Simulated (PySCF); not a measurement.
# C7H11ClO: the cost of one run

Programs: PySCF 2.14.0, with routines of our own; each step states its level. All values are computed. Atoms count from 0.

### Step 1. The system as given

20 atoms, charge 0, multiplicity 1; geometry from: GFN2-xTB.

### Step 2. Magnetic properties: GIAO B3LYP/pcSseg-1

Job settings and geometry (Å):

```
{"job": {"kind": "mag", "xc": "B3LYP", "basis": "pcSseg-1", "isotopologues": 0}, "charge": 0, "multiplicity": 1}
C     -2.327852    -0.435647    -0.310186
C     -0.872555    -0.501554    -0.767264
C     -0.009987     0.497105    -0.011560
C     -0.296977     1.879137    -0.401241
O     -0.979298     2.258223    -1.296956
Cl     0.522650     3.113070     0.602784
C      0.398821     0.177081     1.412938
C      1.440418     0.173204     0.355339
C      2.101857    -1.094054    -0.117109
H     -2.919173    -1.184955    -0.830358
H     -2.749172     0.542728    -0.523995
H     -2.400433    -0.618162     0.759871
H     -0.816600    -0.282900    -1.835440
H     -0.489746    -1.508446    -0.606661
H      0.057108    -0.775110     1.790240
H      0.386391     0.973854     2.139491
H      2.103891     1.029357     0.336429
H      2.267302    -1.063570    -1.192581
H      1.509632    -1.973454     0.120468
H      3.068574    -1.195227     0.372753
```

With the program's defaults for keys left out, this is: GIAO B3LYP/pcSseg-1 magnetisability, rotational g tensor and spin-rotation constants, non-relativistic, gas phase.

Command:

```bash
OMP_NUM_THREADS=1 python excited_run.py task.json out
```

The driver reads the jobs from task.json and runs them one after another.

**Question.** How long does this first job take on 1 thread of Arm Neoverse V2, shared host, and how much memory does it need?

About 51 s, with a peak of 1.1 GiB.
